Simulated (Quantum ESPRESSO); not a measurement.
Write the native input for Quantum ESPRESSO 7.5 that does the following.

```yaml
Task: single point
Functional: PBE
Potentials_or_basis: SSSP 1.3 efficiency PBE
Cutoff: 748 eV
Density_cutoff: 5987 eV
k_mesh: 5 × 5 × 7
Occupations: fermi-dirac, width 0.05 eV
Spin: no spin polarisation
Mixing_beta: 0.5
Most_SCF_iterations: 120
SCF_threshold: 1.8e-09 Ry
```

Zr3BF5:

```xyz
9
Lattice="5.8781 0.0000 0.0000 -2.9391 5.0906 0.0000 0.0000 0.0000 3.6147" Properties=species:S:1:pos:R:3 pbc="T T T"
Zr    3.4862    0.0000    1.8073
Zr    1.1960    2.0715    1.8073
Zr   -1.7431    3.0191    1.8073
B     0.0000    0.0000    1.8073
F     1.3902    0.0000    0.0000
F    -0.6951    1.2039    0.0000
F     2.9391    1.6969    0.0000
F     0.0000    3.3937    0.0000
F     2.2440    3.8867    0.0000
```

The cell was built by a generator and needn't be a form met in nature.

These files were run (other wordings do the same):

pw.in

```
&CONTROL
  calculation = 'scf'
  prefix = 'pwscf'
  outdir = './tmp'
  pseudo_dir = './pseudo'
  tprnfor = .true.
  tstress = .true.
  disk_io = 'low'
/
&SYSTEM
  ibrav = 0
  nat = 9
  ntyp = 3
  ecutwfc = 55
  ecutrho = 440
  nbnd = 49
  occupations = 'smearing'
  smearing = 'fd'
  degauss = 0.00367493
/
&ELECTRONS
  conv_thr = 1.8d-09
  electron_maxstep = 120
  mixing_beta = 0.5
/
ATOMIC_SPECIES
Zr    91.2240 Zr_pbe_v1.uspp.F.UPF
B     10.8100 b_pbe_v1.4.uspp.F.UPF
F     18.9984 f_pbe_v1.4.uspp.F.UPF
CELL_PARAMETERS angstrom
   5.8781226700    0.0000000000    0.0000000000
  -2.9390613400    5.0906035600    0.0000000000
   0.0000000000    0.0000000000    3.6146576900
ATOMIC_POSITIONS crystal
Zr     0.5930799200    0.0000000000    0.5000000000
Zr     0.4069200800    0.4069200800    0.5000000000
Zr     0.0000000000    0.5930799200    0.5000000000
B      0.0000000000    0.0000000000    0.5000000000
F      0.2364990000    0.0000000000    0.0000000000
F      0.0000000000    0.2364990000    0.0000000000
F      0.6666666700    0.3333333300    0.0000000000
F      0.3333333300    0.6666666700    0.0000000000
F      0.7635010000    0.7635010000    0.0000000000
K_POINTS automatic
5 5 7 0 0 0
```

pp_density.in

```
&INPUTPP
  prefix = 'pwscf'
  outdir = './tmp'
  filplot = 'density.dat'
  plot_num = 0
/
&PLOT
  nfile = 1
  filepp(1) = 'density.dat'
  iflag = 3
  output_format = 6
  fileout = 'density.cube'
/
```

pp_potential.in

```
&INPUTPP
  prefix = 'pwscf'
  outdir = './tmp'
  filplot = 'potential.dat'
  plot_num = 11
/
&PLOT
  nfile = 1
  filepp(1) = 'potential.dat'
  iflag = 3
  output_format = 6
  fileout = 'potential.cube'
/
```

Potentials or basis: SSSP 1.3 efficiency PBE.

The run is started by

```sh
$ OMP_NUM_THREADS=1 pw.x -in pw.in > pw.out
$ OMP_NUM_THREADS=1 pp.x -in pp_density.in > pp_density.out
$ OMP_NUM_THREADS=1 pp.x -in pp_potential.in > pp_potential.out
```

It gave:

The pressure is 2.8 GPa. The largest force is 1.150 eV/Å and the band gap on the k mesh is none (metal or under the smearing width).

Caveat: forces of over 1 eV/Å show positions far from the minimum, so gaps and moduli don't describe the material at rest.

It took 75 s on 1 thread of Intel(R) Xeon(R) 6975P-C (Granite Rapids), on a shared host, peak memory 0.52 GiB.
